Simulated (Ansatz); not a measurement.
# AlSn (P-6m2) in Ansatz: notebook

The runs below take AlSn through band structure, with PBE.

Program: Ansatz 0.2.0. These are calculated values, not measurements. Logs are shortened: lines on timing, memory, paths and dates and some standing lists are left out, and cuts for length are marked.

### 1 Starting point

Symmetry: P-6m2, No. 187, hexagonal system. Conventional cell: a = 4.198 Å, b = 4.198 Å, c = 3.307 Å, α = 90.00°, β = 90.00°, γ = 120.00°. Sn (site symmetry -6m2) is surrounded by 6 Al at 2.93 Å and 2 Sn at 3.31 Å. Al (site symmetry -6m2) has 6 Sn at 2.93 Å and 2 Al at 3.31 Å as nearest neighbours.

The cell comes from a database or a generator and needn't be the stable form of this composition.

### 2 Band structure, PBE

File input.yaml:

```yaml
crystal:
  lattice:
    - [4.1981056157, 0.0, 0.0]
    - [-2.0990528078, 3.6356661109, 0.0]
    - [0.0, 0.0, 3.306847]
  atoms:
    - { symbol: Sn, position: [0.3333333333, 0.6666666667, 0.5] }
    - { symbol: Al, position: [0.0, 0.0, 0.0] }
hamiltonian:
  xc: pbe
  pseudopotentials: { kind: nc, accuracy: stringent }
kpoints:
  mp_grid: { grid: [7, 7, 8] }
  band_path:
    path:
      - [[0.0, 0.0, 0.0], [0.5, 0.0, 0.0], [0.3333333333, 0.3333333333, 0.0], [0.0, 0.0, 0.0], [0.0, 0.0, 0.5], [0.5, 0.0, 0.5], [0.3333333333, 0.3333333333, 0.5], [0.0, 0.0, 0.5]]
      - [[0.5, 0.0, 0.5], [0.5, 0.0, 0.0]]
      - [[0.3333333333, 0.3333333333, 0.0], [0.3333333333, 0.3333333333, 0.5]]
    npoints: 14
scf:
  occupations: { method: fermi_dirac, width: 0.05 }
  n_extra_bands: 6
output:
  forces: true
  stress: true
  eigenvalues: true
  fatbands: false
```

Potentials or basis: PseudoDojo stringent (PBE files).

Run with:

```bash
ansatz run input.yaml --threads 2 --pin off --max-ram 5632MiB --backend cpu --events-out ev --progress --plain --runs-dir out
```

The log of the run:

```text
Warning: RAYON_NUM_THREADS=2 ignored (pool sized by the plan → 2); use --threads N
scf.n_extra_bands = 6 over 13 filled bands (N_el = 25.0): the run solves 19 bands
Engine: ansatz 0.2.0, x86_64-unknown-linux-gnu
Pseudopotentials: kind: nc
Pseudopotential: Sn, nc, valence charge 22, recommended cutoff 1387.780699 eV (normal), Sn.nc.azcp (PseudoDojo's, or run here from an input of PseudoDojo's; its table is named by hamiltonian.pseudopotentials.accuracy)
Pseudopotential: Al, nc, valence charge 3, recommended cutoff 544.227725 eV (normal), Al.nc.azcp (PseudoDojo's, or run here from an input of PseudoDojo's; its table is named by hamiltonian.pseudopotentials.accuracy)
Functional definition: PBE
  parameter kappa = 0.804
  parameter beta = 0.06672455060314922
  exchange = pbe_x(kappa = kappa, mu = beta*pi^2/3)
  correlation = pbe_c(beta = beta)
Crystal: 2 atoms, lattice volume = 50.472 Å³
Basis set: ecut = 1387.780699 eV, 5919 PW (Γ), exchange–correlation on 108×108×90 points (8 copies of the dense FFT grid, shifted against one another)
Bands: 19, of which v1, the nominal top of the filled ones, is band 13 counted from 1 (12 counted from 0)
Symmetry: 12 space group operations
Space group: P-6m2 (ITA 187), of the structure as read, at distance tolerance 3.7e-5 Å
k-points: 40 of 392 (time reversal used)
Non-local potential: Sn, projectors of the file, l = 0: 2, l = 1: 2, l = 2: 2
Non-local potential: Al, projectors of the file, l = 0: 2, l = 1: 2, l = 2: 2
Initial density: superposition of atomic densities (chi_scale 0.1, normalization cell, long waves kept (reshape's long-wave potential 0.00 eV rms))
Initial wavefunctions: pseudopotential atomic-orbital guess
Functional: x = pbe(κ = 0.804, μ = 0.2195149727645171), c = pbe(β = 0.06672455060314922)
SCF iter   1: F=—  HF=-6091.991262 eV  |F-HF|=—  |Δ(HF+E_count)|=         —  Δρ=1.86e-2  dr2=2.05e-1  ethr=3.10e-3  ⟨swp⟩=6.8  Hψ=4361  notcnv=0
preconditioner: auto → none  [metal: Δε(μ)=0.085 eV  Ē_g=19.553 eV  σ=0.050 eV  W_gap=0.37  n_scr=8 (ndim 8)  ℏωp=21.6 eV  f_vac=0.000  D(μ)=0.48/eV (n_scr^D=0)  sad-step TF]
SCF iter   2: F=—  HF=-6091.964401 eV  |F-HF|=—  |Δ(HF+E_count)|=   2.69e-2  Δρ=1.23e-2  dr2=8.94e-2  ethr=8.22e-4  ⟨swp⟩=1.8  Hψ=1137  notcnv=0  defer=18
SCF iter   3: F=—  HF=-6091.949367 eV  |F-HF|=—  |Δ(HF+E_count)|=   1.50e-2  Δρ=2.70e-3  dr2=3.19e-3  ethr=3.58e-4  ⟨swp⟩=2.5  Hψ=1070  notcnv=0  defer=54
SCF iter   4: F=—  HF=-6091.948729 eV  |F-HF|=—  |Δ(HF+E_count)|=   6.37e-4  Δρ=7.27e-4  dr2=1.64e-4  ethr=1.28e-5  ⟨swp⟩=2.6  Hψ=1336  notcnv=0  defer=59
SCF iter   5: F=—  HF=-6091.948725 eV  |F-HF|=—  |Δ(HF+E_count)|=   4.26e-6  Δρ=1.16e-4  dr2=7.50e-6  ethr=6.57e-7  ⟨swp⟩=2.1  Hψ=1107  notcnv=0  defer=59
SCF iter   6: F=—  HF=-6091.948637 eV  |F-HF|=—  |Δ(HF+E_count)|=   8.80e-5  Δρ=5.20e-5  dr2=8.69e-7  ethr=3.00e-8  ⟨swp⟩=2.0  Hψ=1030  notcnv=0  defer=59
SCF iter   7: F=-6091.948637 eV  HF=-6091.948637 eV  |F-HF|=1.00e-8  |Δ(HF+E_count)|=   1.48e-7  Δρ=5.59e-6  dr2=2.19e-8  ethr=4.00e-10  ⟨swp⟩=10.7  Hψ=5244  notcnv=0
SCF 1 converged in 7 iterations: F = -6091.948637 eV  dr2 = 2.19e-8
NSCF: frozen V_eff on 129 k-points
SCF converged after 7 iterations
Free energy (F): -6091.948637 eV
Harris-Foulkes:  -6091.948637 eV  (|F-HF|=1.00e-8)
Internal energy: -6091.944533 eV  (E = F + TS)
E sigma→0 (E₀):  -6091.946585 eV
Entropy (-TS):   -0.004104 eV (-2.052 meV/atom)
Fermi energy:    9.099931 eV
--- Per-component energies (eV) ---
  E_band       = -784.352438
  E_kinetic    = 2116.566077
  E_local      = -6741.311653  (includes V_loc(G=0)·N_el)
  E_nonlocal   = -152.769306
  E_hartree    = 2349.728291
  E_xc         = -763.403110
  E_vxc        = -706.296685  (∫ρ·V_xc dr)
  E_ewald      = -2900.754832
  E_smearing   = -0.004104  (= −TS)
  E_closure    = 0.000000  (closes the sum)
  Σ components = -6091.948637   (vs F -6091.948637, Δ=0.00e0)
--- Forces (eV/Å), atoms counted from 1 ---
  atom   1  Sn     0.00000000     0.00000000     0.00000000
  atom   2  Al    -0.00000000    -0.00000000     0.00000000
  max |Σ_I F_I| component: 3.70e-17 eV/Å
--- Stress (GPa, compression-positive) ---
        0.101295       0.000000       0.000000
        0.000000       0.101295       0.000000
        0.000000       0.000000       0.416785
  P = ⅓ Tr σ = 0.2065 GPa (2.065 kbar)
--- Band table (eV; the first three rows and the last of 40) ---
  k-point 0: bands = ["-120.2159", "-76.0025", "-75.9844", "-75.9844", "-12.2776", "-12.1716", "-12.1716", "-12.1524", "-12.1524", "-1.3560", "8.8750", "8.8750", "9.7913", "11.7028", "12.2178", "12.2178", "14.2816", "15.3833", "20.6547"]
  k-point 1: bands = ["-120.2159", "-76.0029", "-75.9844", "-75.9844", "-12.2518", "-12.1705", "-12.1705", "-12.1617", "-12.1617", "-1.1370", "9.1041", "9.1041", "9.2791", "10.3272", "12.3918", "12.3918", "15.2616", "16.9794", "19.4306"]
  k-point 2: bands = ["-120.2159", "-76.0036", "-75.9844", "-75.9844", "-12.1895", "-12.1847", "-12.1847", "-12.1674", "-12.1674", "-0.4802", "6.7431", "9.7746", "9.7746", "10.7373", "12.8715", "12.8715", "15.7298", "17.1810", "17.1810"]
  k-point 39: bands = ["-120.2159", "-76.0047", "-75.9843", "-75.9843", "-12.2276", "-12.2233", "-12.1583", "-12.1505", "-12.0884", "3.5740", "5.1830", "6.1388", "6.7914", "8.4564", "9.4674", "16.2263", "16.6085", "17.8370", "18.2666"]
```

It took 8.6 s on 2 threads of AMD EPYC 9R45 (Zen 5), shared host; peak memory 0.7 GiB.

What came out:

| Quantity | Value |
| --- | --- |
| Free energy | -6091.9486 eV |
| Pressure | 0.2 GPa |
| Band gap on the k mesh | none (metal or under the smearing width) |

Stress tensor (GPa, compression positive):
```
0.10 0.00 0.00
0.00 0.10 0.00
0.00 0.00 0.42
```

Levels at the corners of the path, in eV from the Fermi level:
| point | band 8 | band 9 | band 10 | band 11 | band 12 | band 13 | band 14 | band 15 | band 16 | band 17 |
| --- | --- | --- | --- | --- | --- | --- | --- | --- | --- | --- |
| Γ | -21.25 | -21.25 | -10.46 | -0.22 | -0.22 | 0.69 | 2.60 | 3.12 | 3.12 | 5.18 |
| M | -21.25 | -21.25 | -8.63 | -6.34 | -1.84 | 0.59 | 4.43 | 6.48 | 7.15 | 7.96 |
| K | -21.26 | -21.26 | -8.20 | -6.34 | -3.95 | 5.03 | 5.46 | 5.80 | 5.98 | 6.11 |
| Γ | -21.25 | -21.25 | -10.46 | -0.22 | -0.22 | 0.69 | 2.60 | 3.12 | 3.12 | 5.18 |
| A | -21.26 | -21.20 | -7.43 | -6.22 | 2.72 | 2.72 | 3.58 | 3.58 | 3.77 | 4.17 |
| L | -21.25 | -21.19 | -5.73 | -4.23 | -3.17 | -2.35 | 1.19 | 2.37 | 3.71 | 3.97 |
| H | -21.25 | -21.19 | -5.37 | -3.62 | -3.10 | -2.61 | -0.87 | 0.17 | 7.66 | 8.06 |
| A | -21.26 | -21.20 | -7.43 | -6.22 | 2.72 | 2.72 | 3.58 | 3.58 | 3.77 | 4.17 |
| L | -21.25 | -21.19 | -5.73 | -4.23 | -3.17 | -2.35 | 1.19 | 2.37 | 3.71 | 3.97 |
| M | -21.25 | -21.25 | -8.63 | -6.34 | -1.84 | 0.59 | 4.43 | 6.48 | 7.15 | 7.96 |
| K | -21.26 | -21.26 | -8.20 | -6.34 | -3.95 | 5.03 | 5.46 | 5.80 | 5.98 | 6.11 |
| H | -21.25 | -21.19 | -5.37 | -3.62 | -3.10 | -2.61 | -0.87 | 0.17 | 7.66 | 8.06 |

Caveat: spin-orbit coupling is left out, which moves the levels of the heavy elements.

### 3 Band structure, PBE

input.yaml: that of step 2 with these lines changed.

```diff
@@ -10,3 +10,3 @@
   xc: pbe
-  pseudopotentials: { kind: nc, accuracy: stringent }
+  pseudopotentials: { kind: paw, source: ansatz }
 kpoints:
```

Potentials or basis: Ansatz PAW earlier set.

Run with:

```bash
ansatz run input.yaml --threads 2 --pin off --max-ram 5632MiB --backend cpu --events-out ev --progress --plain --runs-dir out
```

Run time: 5.7 s. Hardware: 2 threads of AMD EPYC 9R45 (Zen 5), shared host; peak memory 0.57 GiB.

Results (log left out):

```
Free energy            : -12155.9482 eV
Pressure               : 0.3 GPa
Band gap on the k mesh : none (metal or under the smearing width)
```

Stress tensor (GPa, compression positive):
```
0.15 0.00 0.00
0.00 0.15 0.00
0.00 0.00 0.46
```

Levels at the corners of the path, in eV from the Fermi level:
```tsv
point	band 12	band 13	band 14	band 15	band 16	band 17	band 18	band 19	band 20	band 21
Γ	-21.25	-21.25	-10.46	-0.23	-0.23	0.69	2.60	3.12	3.12	5.18
M	-21.25	-21.25	-8.62	-6.34	-1.84	0.59	4.42	6.48	7.13	7.95
K	-21.25	-21.25	-8.20	-6.34	-3.95	5.03	5.46	5.80	5.98	6.11
Γ	-21.25	-21.25	-10.46	-0.23	-0.23	0.69	2.60	3.12	3.12	5.18
A	-21.26	-21.20	-7.43	-6.22	2.72	2.72	3.57	3.57	3.77	4.16
L	-21.24	-21.18	-5.73	-4.23	-3.17	-2.35	1.19	2.37	3.70	3.97
H	-21.25	-21.18	-5.37	-3.62	-3.10	-2.61	-0.87	0.17	7.65	8.07
A	-21.26	-21.20	-7.43	-6.22	2.72	2.72	3.57	3.57	3.77	4.16
L	-21.24	-21.18	-5.73	-4.23	-3.17	-2.35	1.19	2.37	3.70	3.97
M	-21.25	-21.25	-8.62	-6.34	-1.84	0.59	4.42	6.48	7.13	7.95
K	-21.25	-21.25	-8.20	-6.34	-3.95	5.03	5.46	5.80	5.98	6.11
H	-21.25	-21.18	-5.37	-3.62	-3.10	-2.61	-0.87	0.17	7.65	8.07
```

Caveat: spin-orbit coupling is left out, which moves the levels of the heavy elements.

### 4 Band structure, PBE

input.yaml: that of step 3 with these lines changed.

```diff
@@ -10,3 +10,3 @@
   xc: pbe
-  pseudopotentials: { kind: paw, source: ansatz }
+  pseudopotentials: { kind: nc }
 kpoints:
```

Potentials or basis: Ansatz NC.

Run with:

```bash
ansatz run input.yaml --threads 2 --pin off --max-ram 5632MiB --backend cpu --events-out ev --progress --plain --runs-dir out
```

Wall time 4.9 s (2 threads of AMD EPYC 9R45 (Zen 5), shared host); peak memory 0.46 GiB.

It converged, with:

```
Free energy            : -2374.8576 eV
Pressure               : 0.3 GPa
Band gap on the k mesh : none (metal or under the smearing width)
```

Stress tensor (GPa, compression positive):
```
0.16 0.00 0.00
0.00 0.16 0.00
0.00 0.00 0.48
```

Levels at the corners of the path, in eV from the Fermi level:
| point | band 6 | band 7 | band 8 | band 9 | band 10 | band 11 |
| --- | --- | --- | --- | --- | --- | --- |
| Γ | -10.46 | -0.23 | -0.23 | 0.69 | 2.60 | 3.12 |
| M | -8.63 | -6.34 | -1.84 | 0.58 | 4.42 | 6.48 |
| K | -8.20 | -6.34 | -3.95 | 5.03 | 5.46 | 5.80 |
| Γ | -10.46 | -0.23 | -0.23 | 0.69 | 2.60 | 3.12 |
| A | -7.43 | -6.22 | 2.72 | 2.72 | 3.57 | 3.57 |
| L | -5.73 | -4.23 | -3.17 | -2.35 | 1.19 | 2.37 |
| H | -5.37 | -3.62 | -3.10 | -2.62 | -0.87 | 0.17 |
| A | -7.43 | -6.22 | 2.72 | 2.72 | 3.57 | 3.57 |
| L | -5.73 | -4.23 | -3.17 | -2.35 | 1.19 | 2.37 |
| M | -8.63 | -6.34 | -1.84 | 0.58 | 4.42 | 6.48 |
| K | -8.20 | -6.34 | -3.95 | 5.03 | 5.46 | 5.80 |
| H | -5.37 | -3.62 | -3.10 | -2.62 | -0.87 | 0.17 |

Caveat: spin-orbit coupling is left out, which moves the levels of the heavy elements.

### 5 The runs side by side

```csv
potentials or basis,cutoff (eV),gap on the mesh (eV),pressure (GPa)
PseudoDojo stringent (PBE files),1388,none,0.2
Ansatz PAW earlier set,900,none,0.3
Ansatz NC,980,none,0.3
```

Alike in all rows: task band structure; level PBE; no spin polarisation; cell as given; k mesh 7 × 7 × 8; smearing fermi-dirac 0.05 eV.

Caveats: spin-orbit coupling is left out, which moves the levels of the heavy elements.

Total energies depend on the potentials used, so only differences within one code and one set of settings carry meaning.
